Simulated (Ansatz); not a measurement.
# singlet [GaH2O2]+ at 3 levels

Aim: a comparison of 3 runs (HF/def2-SVPD, CAM-B3LYP/def2-SVPD, HSE06/def2-SVPD) of singlet [GaH2O2]+. 

The calculation is run with Ansatz 0.2.0.

48 further runs of the same task are left out: 48 set aside as unsound or not needed.

### 1 The system as given

The species is [GaH2O2]+ (5 atoms), meant as a singlet with charge +1. SMILES of the parent species: `[OH][Ga][OH]`. The coordinates come from a PBE0-D4/def2-TZVP relaxation. This is one conformer, not always the lowest. That shape belongs to the parent species and isn't relaxed for this state.

Bond lengths: O1–Ga2 1.804 Å, Ga2–O3 1.795 Å, O1–H4 0.960 Å, O3–H5 0.963 Å. Angles: O1–Ga2–O3 114.9°, Ga2–O1–H4 114.9°, Ga2–O3–H5 111.1°.

### 2 A single-point energy at HF/def2-SVPD (run 1)

job.yaml

```yaml
basis:
  gaussian:
    orbitals: def2-SVPD
crystal:
  periodic: [false, false, false]
  atoms:
    - {symbol: O, position_ang: [-0.370600, 0.021600, -1.274400]}
    - {symbol: Ga, position_ang: [-0.311700, -0.753800, 0.353600]}
    - {symbol: O, position_ang: [0.618200, 0.154900, 1.591100]}
    - {symbol: H, position_ang: [-0.867400, -0.464600, -1.936500]}
    - {symbol: H, position_ang: [0.981500, 0.968200, 1.224700]}
total_charge: 1
hamiltonian:
  xc: hf
accuracy: high
output: {orbitals: {seedname: orbitals}}
```

Command:

```sh
$ ansatz run job.yaml --threads 1 --pin off --max-ram 3480MiB --events-out events.jsonl --progress --plain --runs-dir runs
```

What it wrote:

```text
Warning: RAYON_NUM_THREADS=1 ignored (pool sized by the plan → 1); use --threads N
Functional definition: HF
  name "HF"
  exchange = exact_x
  correlation = 0
1902 factors; integrals over basis functions are off by at most 4.3e-9 eV
mean field evaluation 1: about -56411.0433 eV, gradient 7.9e1 eV
mean field evaluation 2: about -56411.0924 eV, gradient 7.9e1 eV
mean field evaluation 4: about -56422.4630 eV, gradient 4.9e0 eV
mean field evaluation 8: about -56422.5408 eV, gradient 5.1e-1 eV
mean field -56422.54235182 eV, -2073.4901868565 hartree, gradient 9.8e-8 eV, S^2 0.000000; 0 other end points of the search recorded, 0 dependent functions left out
reference -56422.54235182 eV, -2073.4901868565 hartree; 24, 24 occupied and 76, 76 virtual orbitals, 1902 factors
Total energy: -56422.54235182 eV, -2073.4901868565 hartree
```

It took 1.9 s on 1 thread of Intel Xeon 6975P-C (Granite Rapids), shared host; peak memory 0.29 GiB.

### 3 A single-point energy at CAM-B3LYP/def2-SVPD (run 2)

job.yaml: that of step 2 with these lines changed.

```diff
@@ -1,4 +1 @@
-basis:
-  gaussian:
-    orbitals: def2-SVPD
 crystal:
@@ -11,6 +8,10 @@
     - {symbol: H, position_ang: [0.981500, 0.968200, 1.224700]}
+basis:
+  gaussian:
+    orbitals: def2-SVPD
+accuracy: high
+hamiltonian:
+  xc: {name: CAM-B3LYP}
 total_charge: 1
-hamiltonian:
-  xc: hf
-accuracy: high
-output: {orbitals: {seedname: orbitals}}
+output:
+  orbitals: {seedname: orbitals}
```

Command:

```sh
$ ansatz run job.yaml --threads 1 --pin off --max-ram 3480MiB --events-out events.jsonl --progress --plain --runs-dir runs
```

What it wrote:

```text
Warning: RAYON_NUM_THREADS=1 ignored (pool sized by the plan → 1); use --threads N
Functional definition: CAM-B3LYP
  name "CAM-B3LYP"
  parameter alpha = 0.19
  parameter beta = 0.46
  parameter omega = 0.33/bohr
  parameter ac = 0.81
  exchange = (1 - alpha - beta)*b88_x + beta*b88_x_sr(omega) + alpha*exact_x + beta*exact_x_lr(omega)
  correlation = (1 - ac)*vwn5_c + ac*lyp_c
1902 factors; integrals over basis functions are off by at most 4.3e-9 eV
488 factors; integrals over basis functions are off by at most 1.7e-9 eV
mean field evaluation 1: about -56464.1977 eV, gradient 1.1e2 eV
mean field evaluation 2: about -56363.6212 eV, gradient 2.2e2 eV
mean field evaluation 4: about -56488.2346 eV, gradient 8.0e0 eV
mean field evaluation 8: about -56488.3379 eV, gradient 8.8e-1 eV
mean field evaluation 16: about -56488.3900 eV, gradient 9.4e-4 eV
mean field -56488.38996413 eV, -2075.9100419757 hartree, gradient 1.2e-8 eV, S^2 0.000000; 0 other end points of the search recorded, 0 dependent functions left out
reference -56488.38998179 eV, -2075.9100426248 hartree; 24, 24 occupied and 76, 76 virtual orbitals, 1902 factors
Total energy: -56488.38998179 eV, -2075.9100426248 hartree
```

Run time: 4.8 s. Hardware: 1 thread of Intel Xeon 6975P-C (Granite Rapids), shared host; peak memory 0.39 GiB.

### 4 The energy at HSE06/def2-SVPD (run 3)

input.yaml

```yaml
crystal:
  periodic: [false, false, false]
  atoms:
    - symbol: O
      position_ang: [-0.370600, 0.021600, -1.274400]
    - symbol: Ga
      position_ang: [-0.311700, -0.753800, 0.353600]
    - symbol: O
      position_ang: [0.618200, 0.154900, 1.591100]
    - symbol: H
      position_ang: [-0.867400, -0.464600, -1.936500]
    - symbol: H
      position_ang: [0.981500, 0.968200, 1.224700]
basis:
  gaussian:
    orbitals: def2-SVPD
total_charge: 1
magnetization:
  spin_polarized: false
hamiltonian:
  xc: hse06
accuracy: high
output:
  orbitals: {seedname: orbitals}
```

Command:

```sh
$ ansatz run input.yaml --threads 1 --pin off --max-ram 3480MiB --events-out events.jsonl --progress --plain --runs-dir runs
```

What it wrote:

```text
Warning: RAYON_NUM_THREADS=1 ignored (pool sized by the plan → 1); use --threads N
Functional definition: HSE06
  name "HSE06"
  parameter a = 0.25
  parameter omega = 0.11/bohr
  exchange = pbe_x - a*pbe_x_sr(omega) + a*exact_x_sr(omega)
  correlation = pbe_c
1902 factors; integrals over basis functions are off by at most 4.3e-9 eV
128 factors; integrals over basis functions are off by at most 1.5e-9 eV
mean field evaluation 1: about -56447.5149 eV, gradient 1.2e2 eV
mean field evaluation 2: about -56282.2546 eV, gradient 2.5e2 eV
mean field evaluation 4: about -56474.0160 eV, gradient 2.3e1 eV
mean field evaluation 8: about -56475.1378 eV, gradient 6.1e-1 eV
mean field evaluation 16: about -56475.2079 eV, gradient 3.2e-5 eV
mean field -56475.20788656 eV, -2075.4256095602 hartree, gradient 6.7e-8 eV, S^2 0.000000; 0 other end points of the search recorded, 0 dependent functions left out
reference -56475.20789104 eV, -2075.4256097248 hartree; 24, 24 occupied and 76, 76 virtual orbitals, 1902 factors
Total energy: -56475.20789104 eV, -2075.4256097248 hartree
```

Wall time 4.2 s (1 thread of Intel Xeon 6975P-C (Granite Rapids), shared host); peak memory 0.35 GiB.

### 5 Overview of the runs

| run | level | energy (Eh) | HOMO energy (eV) | LUMO energy (eV) | HOMO–LUMO gap (eV) | wall time |
| --- | --- | --- | --- | --- | --- | --- |
| 1 | HF/def2-SVPD | -2073.490187 | -19.47 | -8.27 | 11.20 | 1.9 s |
| 2 | CAM-B3LYP/def2-SVPD | -2075.910043 | -16.85 | -10.58 | 6.28 | 4.8 s |
| 3 | HSE06/def2-SVPD | -2075.425610 | -14.92 | -11.84 | 3.08 | 4.2 s |

### 6 What came out

```
            quantity           value
 run 3: total energy  -2075.42561 Eh
  run 3: HOMO energy       -14.92 eV
  run 3: LUMO energy       -11.84 eV
run 3: HOMO–LUMO gap         3.08 eV
```

What this shows: The HOMO–LUMO gap runs from 3.08 eV (HSE06/def2-SVPD) to 11.20 eV (HF/def2-SVPD). Exact exchange widens orbital gaps. Totals of different functionals can't be ranked against each other. All runs together took 11 s, the longest 4.8 s.
